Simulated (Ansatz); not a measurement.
# Ti (Fm-3m): all-electron equation of state from a Python script

The task is an all-electron equation of state, for Ti (Fm-3m).

This is Ti in the fcc structure; at room conditions it is hcp.

All numbers are computed with the Python package of Ansatz 0.2.0. Level of theory: DFT LDA, all-electron LAPW.

## (1) The structure

The structure is cubic, space group Fm-3m (No. 225). Conventional cell: a = 4.060 Å, b = 4.060 Å, c = 4.060 Å, α = 90.00°, β = 90.00°, γ = 90.00°. Around Ti (site symmetry m-3m) lie 12 Ti at 2.87 Å.

The script holds or builds the structure itself.

## (2) Script

Input file ti_eos_lapw.py:

```python
"""E(V) of Ti on LAPW."""

import warnings

import ansatz as az
from ase.eos import EquationOfState
from ase.units import GPa
import numpy as np

VECTORS = np.array([
    [0.0, 2.03, 2.03],
    [2.03, 0.0, 2.03],
    [2.03, 2.03, 0.0],
])
SITES = [
    ("Ti", (0.0, 0.0, 0.0)),
]


def make_crystal(cell):
    crystal = az.Crystal(lattice=az.Lattice.of(cell))
    for symbol, position in SITES:
        crystal = crystal.atom(symbol, position)
    return crystal

warnings.simplefilter("ignore", az.DeckWarning)

volumes, energies = [], []
for scale in np.linspace(0.94, 1.06, 7):
    cell = VECTORS * scale ** (1 / 3)
    setup = (
        make_crystal(cell).calculation()
        .functional(az.Functional.LDA)
        .occupations("Marzari-Vanderbilt", width=0.05)
        .scf(tolerance=1e-09)
        .kpoints(12, 12, 12)
        .pseudopotentials("all_electron", lapw=True)
    )
    summary = setup.run(threads=1, pin="off").report
    volumes.append(abs(np.linalg.det(cell)) / len(SITES))
    energies.append(summary["free_energy_ev"] / len(SITES))
    print(f"{scale:.3f} {volumes[-1]:9.4f} A^3/atom {energies[-1]:16.5f} eV/atom  (estimated basis error {1000 * summary['lapw_basis_errors']['total_ev_per_atom']:.2f} meV/atom)")
v0, e0, bulk = EquationOfState(volumes, energies, eos="birchmurnaghan").fit()
print(f"V0 = {v0:.4f} A^3/atom, B0 = {bulk / GPa:.1f} GPa")
```

## (3) What the engine is handed

The engine receives this input (first run):

```yaml
crystal:
  lattice:
    - [0.0, 1.9885598006925898, 1.9885598006925898]
    - [1.9885598006925898, 0.0, 1.9885598006925898]
    - [1.9885598006925898, 1.9885598006925898, 0.0]
  atoms:
    - { symbol: Ti, position: [0.0, 0.0, 0.0] }
kpoints:
  mp_grid:
    grid: [12, 12, 12]
hamiltonian:
  xc: lda
  pseudopotentials:
    kind: all_electron
    lapw: {}
scf:
  convergence:
    dr2_threshold: 1.0e-09
  occupations:
    method: cold
    width: 0.05
```

## (4) The run

Run with:

```
$ python ti_eos_lapw.py
```

The program printed:

```text
0.940   15.7270 A^3/atom     -23184.01061 eV/atom  (estimated basis error 0.03 meV/atom)
0.960   16.0616 A^3/atom     -23184.01173 eV/atom  (estimated basis error 0.03 meV/atom)
0.980   16.3962 A^3/atom     -23184.00786 eV/atom  (estimated basis error 0.03 meV/atom)
1.000   16.7309 A^3/atom     -23183.99947 eV/atom  (estimated basis error 0.03 meV/atom)
1.020   17.0655 A^3/atom     -23183.98694 eV/atom  (estimated basis error 0.03 meV/atom)
1.040   17.4001 A^3/atom     -23183.97060 eV/atom  (estimated basis error 0.03 meV/atom)
1.060   17.7347 A^3/atom     -23183.95073 eV/atom  (estimated basis error 0.03 meV/atom)
V0 = 15.9651 A^3/atom, B0 = 115.9 GPa
```

It took 31 s on 1 thread of Arm Neoverse V1, shared host; peak memory 0.33 GiB.

## (5) What changed from run to run

The engine's inputs for some of the other runs:

Run 2, against run 1:

```diff
@@ -3,3 +3,3 @@
-    - [0.0, 1.9885598006925898, 1.9885598006925898]
-    - [1.9885598006925898, 0.0, 1.9885598006925898]
-    - [1.9885598006925898, 1.9885598006925898, 0.0]
+    - [0.0, 2.0025642043563416, 2.0025642043563416]
+    - [2.0025642043563416, 0.0, 2.0025642043563416]
+    - [2.0025642043563416, 2.0025642043563416, 0.0]
```

Run 3, against run 1:

```diff
@@ -3,3 +3,3 @@
-    - [0.0, 1.9885598006925898, 1.9885598006925898]
-    - [1.9885598006925898, 0.0, 1.9885598006925898]
-    - [1.9885598006925898, 1.9885598006925898, 0.0]
+    - [0.0, 2.016375428409915, 2.016375428409915]
+    - [2.016375428409915, 0.0, 2.016375428409915]
+    - [2.016375428409915, 2.016375428409915, 0.0]
```

Run 4, against run 1:

```diff
@@ -3,3 +3,3 @@
-    - [0.0, 1.9885598006925898, 1.9885598006925898]
-    - [1.9885598006925898, 0.0, 1.9885598006925898]
-    - [1.9885598006925898, 1.9885598006925898, 0.0]
+    - [0.0, 2.03, 2.03]
+    - [2.03, 0.0, 2.03]
+    - [2.03, 2.03, 0.0]
```

## (6) The engine's runs

From the records of these 7 runs:

| run | volume (Å³/atom) | energy from run 2 (meV/atom) | SCF cycles | CPU time (s) |
| --- | --- | --- | --- | --- |
| 1 | 15.727 | 1.12 | 6 | 3.8 |
| 2 | 16.062 | 0.00 | 7 | 4.2 |
| 3 | 16.396 | 3.87 | 7 | 4.2 |
| 4 | 16.731 | 12.26 | 7 | 4.1 |
| 5 | 17.065 | 24.79 | 7 | 4.1 |
| 6 | 17.400 | 41.13 | 8 | 4.5 |
| 7 | 17.735 | 61.00 | 7 | 4.2 |

Energies are free energies F = E - TS of the smeared occupations. 

## (7) Outcome

```
                      quantity           value
                 runs compared               7
               range of energy  61.00 meV/atom
lowest point, volume (Å³/atom)          16.062
      equilibrium volume (fit)   15.97 Å³/atom
            bulk modulus (fit)         116 GPa
```

A third-order Birch-Murnaghan fit through the 7 points has its minimum at 15.97 Å³ an atom, 4.6 % below the typed cell, with a bulk modulus of 116 GPa and dB/dP = 3.2. From that minimum the energy rises by 1.3 meV an atom on the compressed side and 61.2 meV on the expanded side. The window is off centre, so dB/dP is rough. Notes:
- All-electron totals depend on functional, relativistic treatment and basis; only differences at equal settings carry meaning.
- The run is spin-unpolarised.
- The mesh is modest for a metal, so energies can be off by several to tens of meV an atom and pressures by half a GPa or more; differences at equal mesh fare better.
- This isn't the structure that Ti takes at ambient conditions.
